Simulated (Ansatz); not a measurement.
## InSb3 under changes of volume

One of the cells (27.318 Å³/atom); the others are scaled copies at fixed shape and fractional positions:

```
Sb In
1.0
     0.00000    3.79455    3.79455
     3.79455    0.00000    3.79455
     3.79455    3.79455    0.00000
Sb In
3 1
Cartesian
  3.7946 3.7946 3.7946
  5.6918 5.6918 5.6918
  1.8973 1.8973 1.8973
  0.0000 0.0000 0.0000
```

The cell comes from a database or a generator and needn't be the stable form of this composition.

```yaml
Program: Ansatz 0.2.0
Functional: PBEsol
Potentials_or_basis: Ansatz PAW
Cutoff: "420 eV (not typed: the program's choice for these potentials)"
k_mesh: 6 × 6 × 6
Occupations: fermi-dirac, width 0.05 eV
Spin: no spin polarisation
```

```tsv
volume (Å³/atom)	energy over the lowest point (meV/atom)	pressure (GPa)
25.679	0.00	0.2
26.226	1.72	-1.1
26.772	7.41	-2.1
27.318	16.52	-3.1
27.865	28.61	-3.9
28.411	?	?
28.957	60.41	-5.3
```

What does the run at 28.411 Å³/atom give?

Energy over the lowest point 43.32 meV/atom; pressure -4.7 GPa.

Worked out: A Birch-Murnaghan fit of order 3 (a polynomial in V^(-2/3)) to the other rows has its minimum at 25.73 Å³/atom with B0 = V·E''(V) = 61 GPa and B' = 5.2. It gives 43.37 meV/atom at 28.411 Å³/atom, against the run's 43.32, and -dE/dV = -4.7 GPa, against -4.7.

Energies are extrapolated to zero smearing.

Caveats: the PAW data sets come from PBE, with cores solved anew for the run's functional, which leaves a small shift of forces and pressure.
